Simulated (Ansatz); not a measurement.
C2H8N2Si, SMILES N=CC(N)[SiH3], a single point in a Gaussian basis

Computed with Ansatz's Python interface.

The script reads `c2h8n2si.xyz`:
```text
13

N    -1.76940    1.42560    0.32990
C    -1.04150    0.61180   -0.25880
C     0.10760    0.00810    0.46790
N     1.34400    0.97040    0.37190
Si    0.60660   -1.71130   -0.13480
H    -2.53320    1.81220   -0.34460
H    -1.15070    0.37000   -1.32140
H    -0.09090   -0.04380    1.53540
H     0.96820    1.85780    0.84160
H     1.46170    1.18230   -0.57850
H     0.99460   -1.63930   -1.52910
H    -0.54780   -2.60760   -0.01640
H     1.67130   -2.27100    0.65160
```

The cells in order, each with its output:

```python
import json

import ansatz as az
import numpy as np
```

```python
molecule = az.Crystal.molecule_from_extxyz("c2h8n2si.xyz")
```

```python
model = molecule.calculation().basis(gaussian="6-31G*").functional("HF").forces()
print(model.to_yaml())
r = model.session().plan(threads=1).execute().report
```

    crystal:
      periodic: [false, false, false]
      atoms:
        - { symbol: "N", position_ang: [-1.7694, 1.4256, 0.3299] }
        - { symbol: C, position_ang: [-1.0415, 0.6118, -0.2588] }
        - { symbol: C, position_ang: [0.1076, 0.0081, 0.4679] }
        - { symbol: "N", position_ang: [1.344, 0.9704, 0.3719] }
        - { symbol: Si, position_ang: [0.6066, -1.7113, -0.1348] }
        - { symbol: H, position_ang: [-2.5332, 1.8122, -0.3446] }
        - { symbol: H, position_ang: [-1.1507, 0.37, -1.3214] }
        - { symbol: H, position_ang: [-0.0909, -0.0438, 1.5354] }
        - { symbol: H, position_ang: [0.9682, 1.8578, 0.8416] }
        - { symbol: H, position_ang: [1.4617, 1.1823, -0.5785] }
        - { symbol: H, position_ang: [0.9946, -1.6393, -1.5291] }
        - { symbol: H, position_ang: [-0.5478, -2.6076, -0.0164] }
        - { symbol: H, position_ang: [1.6713, -2.271, 0.6516] }
    basis:
      gaussian:
        orbitals: "6-31G*"
    hamiltonian:
      xc: hf
    output:
      forces: true

```python
for key in ("converged", "free_energy_ev", "reference_energy_ev", "n_frozen", "n_occupied", "n_virtual"):
    print(f"{key:22s} {r[key]}")
```

    converged              True
    free_energy_ev         -13010.914523547348
    reference_energy_ev    -13010.914523547348
    n_frozen               0
    n_occupied             [24, 24]
    n_virtual              [71, 71]

```python
state = r["mean_field"]["state"]
print(f"mean field: {state['energy']['hartree']:.7f} Ha, <S^2> = {abs(state['spin_squared']):.4f}, stability: {state.get('stability', {}).get('kind')}")

symbols = [site.symbol for site in molecule.cartesian_sites]
print("forces (eV/A)")
for symbol, f in zip(symbols, r["forces_ev_ang"]):
    print(f"  {symbol:2s} {f[0]:9.4f} {f[1]:9.4f} {f[2]:9.4f}")

charges = r["charge_distribution"]
dipole = np.array(charges["dipole_moment_e_ang"]) * 4.803205
print("dipole (D): {:.3f} {:.3f} {:.3f}, length {:.3f}".format(*dipole, np.linalg.norm(dipole)))
print("atom  Mulliken   Lowdin")
for symbol, m, l in zip(symbols, charges["mulliken_charges_e"], charges["lowdin_charges_e"]):
    print(f"{symbol:4s} {m:9.3f} {l:8.3f}")
with open("c2h8n2si.json", "w") as handle:
    json.dump({k: r[k] for k in ("free_energy_ev", "reference_energy_ev", "n_occupied", "n_virtual")}, handle, indent=1)
```

    mean field: -478.1422896 Ha, <S^2> = 0.0000, stability: minimum
    forces (eV/A)
      N    -3.2165    1.7769   -1.5571
      C     0.2686   -0.3899   -0.6107
      C     2.4602    0.9075    0.2598
      N    -3.0584    0.3354    2.4713
      Si   -0.4514    0.0846    0.2030
      H     2.1284   -0.9850    1.9390
      H     0.0086    0.0254    0.2848
      H    -0.2786    0.0443   -0.2356
      H     1.2626   -1.9763   -1.3210
      H     0.3077    0.4889   -1.1730
      H     0.2000    0.0402   -0.6276
      H    -0.2696   -0.1504   -0.0582
      H     0.6385   -0.2015    0.4253
    dipole (D): -1.019 0.210 -2.247, length 2.477
    atom  Mulliken   Lowdin
    N       -0.597   -0.237
    C        0.077   -0.152
    C       -0.286   -0.258
    N       -0.826   -0.410
    Si       0.667    0.383
    H        0.314    0.230
    H        0.169    0.128
    H        0.218    0.157
    H        0.341    0.234
    H        0.337    0.214
    H       -0.149   -0.100
    H       -0.144   -0.102
    H       -0.122   -0.086

It writes `c2h8n2si.json`:
```json
{
 "free_energy_ev": -13010.914523547348,
 "reference_energy_ev": -13010.914523547348,
 "n_occupied": [
  24,
  24
 ],
 "n_virtual": [
  71,
  71
 ]
}
```

Total energies depend on the basis set; only differences at equal settings carry meaning. The geometry is a force-field or estimated start, not a minimum of this method, and the basis set is short of its limit. The Löwdin charges here are taken after orthogonalising the functions within each atom; they differ from plain Löwdin charges, and their signs can be unphysical. Timing: 2.2 s on 1 thread of Arm Neoverse V2, with other jobs on the host, peak memory 0.24 GiB.

(Lines on the test bed's own set-up are left out of the output.)
